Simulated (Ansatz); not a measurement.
**WSe2: how the settings move a single-point run**

Question: which choices in the input matter for WSe2?

Method: reference: DFT, PBEsol, plane waves, PAW, in Ansatz 0.2.0.

1 further run of the same task is left out (it didn't finish).

## (1) The system as given

Symmetry: P6_3/mmc, No. 194, hexagonal system. The conventional cell has a = 3.300 Å, b = 3.300 Å, c = 13.149 Å, α = 90.00°, β = 90.00°, γ = 120.00°. W (site symmetry -6m2) is surrounded by 6 Se at 2.53 Å. Around Se (site symmetry 3m) lie 3 W at 2.53 Å.

As a file:

```cif
data_structure
_symmetry_space_group_name_H-M 'P 1'
_symmetry_Int_Tables_number 1
_cell_length_a 3.2997
_cell_length_b 3.2997
_cell_length_c 13.1487
_cell_angle_alpha 90.000
_cell_angle_beta 90.000
_cell_angle_gamma 120.000
_cell_volume 123.98
loop_
_atom_site_label
_atom_site_type_symbol
_atom_site_fract_x
_atom_site_fract_y
_atom_site_fract_z
_atom_site_occupancy
W1 W 0.33333 0.66667 0.25000 1
W2 W 0.66667 0.33333 0.75000 1
Se1 Se 0.66667 0.33333 0.37666 1
Se2 Se 0.66667 0.33333 0.12334 1
Se3 Se 0.33333 0.66667 0.87666 1
Se4 Se 0.33333 0.66667 0.62334 1
```

## (2) Reference

File input.yaml:

```yaml
crystal:
  lattice:
    - [3.2996674443, 0.0, 0.0]
    - [-1.6498337221, 2.8575958308, 0.0]
    - [0.0, 0.0, 13.1487009308]
  atoms:
    - { symbol: W, position: [0.3333333333, 0.6666666667, 0.25] }
    - { symbol: W, position: [0.6666666667, 0.3333333333, 0.75] }
    - { symbol: Se, position: [0.6666666667, 0.3333333333, 0.3766602599] }
    - { symbol: Se, position: [0.6666666667, 0.3333333333, 0.1233397401] }
    - { symbol: Se, position: [0.3333333333, 0.6666666667, 0.8766602599] }
    - { symbol: Se, position: [0.3333333333, 0.6666666667, 0.6233397401] }
kpoints:
  mp_grid: { grid: [6, 6, 2] }
hamiltonian:
  xc: pbesol
scf:
  occupations: { method: fixed }
  n_extra_bands: 5
output:
  forces: true
  stress: true
  eigenvalues: true
```

Run with:

```sh
$ ansatz run input.yaml --threads 4 --pin off --max-ram 4608MiB --backend cpu --events-out ev --progress --plain --runs-dir out
```

## (3) Changed: ecutwfc 200

Changes to input.yaml since step 2:

```diff
@@ -23 +23,3 @@
   eigenvalues: true
+basis:
+  ecutwfc: 200
```

## (4) Changing settings: exchange pbe, correlation pbe, coeff 0.35, omega 0.2078

Changes to input.yaml since step 2:

```diff
@@ -15,3 +15,6 @@
 hamiltonian:
-  xc: pbesol
+  xc:
+    exchange: pbe
+    correlation: pbe
+    exx: { coeff: 0.35, omega: 0.2078 }
 scf:
```

## (5) Changed: exchange pbe, correlation pbe, coeff 0.4, omega 0.5

Changes to input.yaml since step 2:

```diff
@@ -15,3 +15,3 @@
 hamiltonian:
-  xc: pbesol
+  xc: { exchange: pbe, correlation: pbe, exx: { coeff: 0.4, omega: 0.5 } }
 scf:
```

What does the calculation give? Wanted: for each run, ending; energy change; pressure; gap; force.

**Answer**, as computed:

| run | ending | energy change | pressure (GPa) | gap (eV) | force (eV/Å) | cycles | time |
| --- | --- | --- | --- | --- | --- | --- | --- |
| reference | converged | 0 | -1.5 | 1.01 | 0.03 | 7 | 2.5 s |
| 1: ecutwfc 200 | converged | +3.18 eV/atom | -2.3 | 1.06 | 0.11 | 8 | 1.4 s |
| 2: exchange pbe, correlation pbe, coeff 0.35, omega 0.2078 | converged | not comparable | -2.5 | 1.73 | 0.45 | 22 | 88 s |
| 3: exchange pbe, correlation pbe, coeff 0.4, omega 0.5 | converged | not comparable | -1.3 | 1.32 | 0.32 | 23 | 87 s |

Residual by cycle in the longest SCF loop of each run; runs are numbered as in the table. The quantity is the density residual dr2, in eV.

| cycle | reference | run 1 | run 2 | run 3 |
| --- | --- | --- | --- | --- |
| 1 | 0.0225 | 1.06 | 0.196 | 1.1e-5 |
| 2 | 0.00306 | 0.25 | 0.017 | 3.1e-6 |
| 3 | 9.0e-4 | 0.0404 | 0.00496 | 5.3e-7 |
| 4 | 3.0e-5 | 0.0121 | 4.6e-4 | 5.7e-7 |
| 5 | 2.4e-6 | 1.7e-4 | 3.2e-4 | 1.2e-7 |
| 6 | 3.5e-7 | 5.9e-6 | 4.2e-5 | 4.3e-8 |
| 7 | 7.9e-8 | 1.4e-6 | 5.9e-6 | 1.0e-8 |
| 8 | - | 1.6e-8 | - | 4.1e-9 |
| 9 | - | - | - | 2.4e-9 |

What this shows: «ecutwfc 200» moves the energy by +3.18 eV/atom. Run 1 ran under the cutoff that the potentials recommend, as the log warns, so basis error is mixed into its values, and swamps them where the cutoff is far short. Of the variants the dearest is «exchange pbe, correlation pbe, coeff 0.35, omega 0.2078» (88 s), the cheapest «ecutwfc 200» (1.4 s), on a shared host. The gap of the reference lacks spin-orbit coupling, though the cell holds W.
